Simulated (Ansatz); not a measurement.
Relaxation of a periodic cell of 13 atoms, NaTl₁₂ (host Tl, host structure hcp, interstitial Na), to a largest force component of 0.08 eV/Å in at most 25 steps.

These are results of DFT PBE-D3(BJ), scalar-relativistic, plane waves, PAW in Ansatz, not measurements. Settings: accuracy low, cutoff 420 eV, k mesh 3x2x3, fermi-dirac smearing 0.15 eV, no spin polarisation.

```xyz
13
Lattice="6.9200 0.0000 0.0000 -5.1900 8.9893 0.0000 0.0000 0.0000 5.5325" Properties=species:S:1:pos:R:3
Tl 0.000 0.000 0.000
Tl 0.000 1.998 2.766
Tl -1.730 2.996 0.000
Tl -1.730 4.994 2.766
Tl -3.460 5.993 0.000
Tl -3.460 7.991 2.766
Tl 3.460 0.000 0.000
Tl 3.460 1.998 2.766
Tl 1.730 2.996 0.000
Tl 1.730 4.994 2.766
Tl 0.000 5.993 0.000
Tl 0.000 7.991 2.766
Na 3.480 0.023 3.407
```

Question: Where does it end, and by what steps?

Answer: The run converged. Limits of this set-up: coarse k mesh, a small cell, in which the defect meets its images, low accuracy level. After 10 steps the energy has fallen by 7.471 eV; Na13 moved furthest, 1.19 Å. Joined: Tl1–Na13 (4.04 → 3.25 Å), Tl9–Na13 (4.05 → 2.96 Å).

| step | energy less start (eV) | largest force component (eV/Å) | accepted |
| --- | --- | --- | --- |
| 0 | 0.0000 | 7.785 | yes |
| 1 | -4.0494 | 3.787 | yes |
| 2 | -5.8821 | 1.803 | yes |
| 3 | -6.5647 | 0.638 | yes |
| 4 | -6.8905 | 0.544 | yes |
| 5 | -7.0704 | 0.317 | yes |
| 6 | -7.1954 | 0.288 | yes |
| 7 | -7.2955 | 0.147 | yes |
| 8 | -7.3847 | 0.131 | yes |
| 9 | -7.4518 | 0.101 | yes |
| 10 | -7.4707 | 0.026 | yes |

```xyz
13
Lattice="6.9200 0.0000 0.0000 -5.1900 8.9893 0.0000 0.0000 0.0000 5.5325" Properties=species:S:1:pos:R:3
Tl 0.148 -0.120 0.041
Tl 0.080 1.847 2.515
Tl -1.651 2.804 -0.591
Tl -1.530 5.267 2.763
Tl -3.328 5.778 -0.040
Tl -3.845 7.511 2.711
Tl 3.600 -0.354 0.696
Tl 3.896 2.639 2.032
Tl 1.601 3.020 -0.060
Tl 1.661 4.773 2.805
Tl 0.148 5.893 0.111
Tl 0.000 8.078 3.211
Na 2.700 0.831 3.810
```

Whether the end is a true minimum wasn't checked by a vibrational analysis.

Run time: 69 s on 4 threads of INTEL(R) XEON(R) PLATINUM 8581C CPU @ 2.30GHz (Emerald Rapids) (shared host), peak memory 1.3 GiB.
